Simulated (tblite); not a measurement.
# C6H6OP2S: the cost of one run

The runs use tblite 0.8.0 and PySCF 2.14.0, with density-fitted response routines of our own; the level of theory stands in each step. All values are computed, except where a source is named. Atoms count from 0, in the outputs and in this text.

### 1 Starting geometry

16 atoms, charge 0, multiplicity 1; geometry from: force field or distance geometry start.

Bonds of the start (Å): C0–S1 1.82, S1–C2 1.75, C2–P3 1.85, P3–C4 1.85, C4–C5 1.41, C5–C6 1.48, C6–O7 1.22, C5–C8 1.42, C8–P9 1.84, P9–C2 1.84, C0–H10 1.09, C0–H11 1.08, C0–H12 1.10, C4–H13 1.09, C6–H14 1.11, C8–H15 1.10.

### 2 Optimising the geometry with GFN2-xTB

Job settings and geometry (Å):

```
{"job": {"kind": "relax", "xc": "GFN2-xTB", "basis": "xTB"}, "charge": 0, "multiplicity": 1}
C      3.653400    -0.333900     0.305900
S      1.978200    -1.030400     0.161400
C      1.067100     0.370200     0.690300
P      0.461900     1.597100    -0.560700
C     -1.213000     0.841500    -0.767000
C     -1.911000     0.133900     0.229500
C     -3.264600    -0.343700    -0.133000
O     -3.763300    -0.124700    -1.219500
C     -1.477500    -0.207600     1.537300
P      0.126700     0.311500     2.275400
H      3.762000     0.512500    -0.378000
H      4.376900    -1.098700     0.045300
H      3.834700     0.001400     1.340800
H     -1.682700     1.035100    -1.736700
H     -3.816300    -0.908000     0.642500
H     -2.140200    -0.747300     2.222700
```

Command:

```bash
$ OMP_NUM_THREADS=1 python probes_run.py task.json out
```

This one command runs all jobs of the session in turn.

Q: Estimate the wall time and peak memory of this first job on 1 thread of Arm Neoverse V2, shared host.

About 1.5 s, with a peak of 0.18 GiB.
